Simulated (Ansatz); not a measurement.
# Cu: straining the crystal, a stretch of c alone

Aim: apply a stretch of c alone to Cu from -6 to +6 %, where the rest of the cell is held and the atoms relax, and follow energy, stress and any gap.

This is Cu in the hcp structure; at room conditions it is fcc.

Computed with Ansatz 0.2.0 (DFT PBEsol, scalar-relativistic, plane waves, PAW, unless a step's input says otherwise).

### 1 The structure to begin with

The structure is hexagonal, space group P6_3/mmc (No. 194). Conventional cell: a = 2.521 Å, b = 2.521 Å, c = 4.117 Å, α = 90.00°, β = 90.00°, γ = 120.00°. Cu (site symmetry -6m2) has 12 Cu at 2.52 Å as nearest neighbours.

As a file:

```cif
data_structure
_symmetry_space_group_name_H-M 'P6_3/mmc'
_symmetry_Int_Tables_number 194
_cell_length_a 2.5206
_cell_length_b 2.5206
_cell_length_c 4.1165
_cell_angle_alpha 90.000
_cell_angle_beta 90.000
_cell_angle_gamma 120.000
_cell_volume 22.65
loop_
_atom_site_label
_atom_site_type_symbol
_atom_site_symmetry_multiplicity
_atom_site_Wyckoff_symbol
_atom_site_fract_x
_atom_site_fract_y
_atom_site_fract_z
_atom_site_occupancy
Cu1 Cu 2 c 0.33333 0.66667 0.25000 1
```

It goes back to an entry of the Materials Project, which need not be the stable form.

This cell was relaxed beforehand with the same method: volume 11.32 Å³/atom, gap on the mesh none (metal).

The unstrained cell was computed beforehand with the same settings: E(σ→0) = -13177.5290 eV for 2 atoms, gap none (metal).

### 2 Strain -2.0 %

File input.yaml:

```yaml
crystal:
  lattice:
    - [2.5205910253, 0.0, 0.0]
    - [-1.2602955127, 2.1828958605, 0.0]
    - [0.0, 0.0, 4.0341928015]
  atoms:
    - { symbol: Cu, position: [0.3333333333, 0.6666666667, 0.25] }
    - { symbol: Cu, position: [0.6666666667, 0.3333333333, 0.75] }
basis:
  ecutwfc: 420
kpoints:
  mp_grid: { grid: [24, 24, 12] }
hamiltonian:
  xc: pbesol
scf:
  occupations: { method: gaussian, width: 0.1 }
output:
  forces: true
  stress: true
  eigenvalues: true
```

The run is started by

```console
$ ansatz run input.yaml --threads 1 --pin off --max-ram 2560MiB --backend cpu --events-out ev --progress --plain --runs-dir out
```

The session goes on with these runs: the cell strained by +2.0 %; the cell strained by -4.0 %; the cell strained by +4.0 %; strain -6.0 %; At +6.0 %.

Q: Predict the outcome of this session. Wanted: (1/V) d²E/dε² at zero strain, cubic fit.

As calculated:

| quantity | value |
| --- | --- |
| largest energy cost | 46.7 meV/atom at -6.0 % |
| (1/V) d²E/dε² at zero strain, cubic fit | 307 GPa |

**Reading.** The curvature of the energy, 307 GPa, is the elastic constant along c at held a and b. Compression by 6 % costs 46.7 meV/atom and stretching 31.4. On this cell's mesh the unstrained reference holds a stress of up to 0.44 GPa.
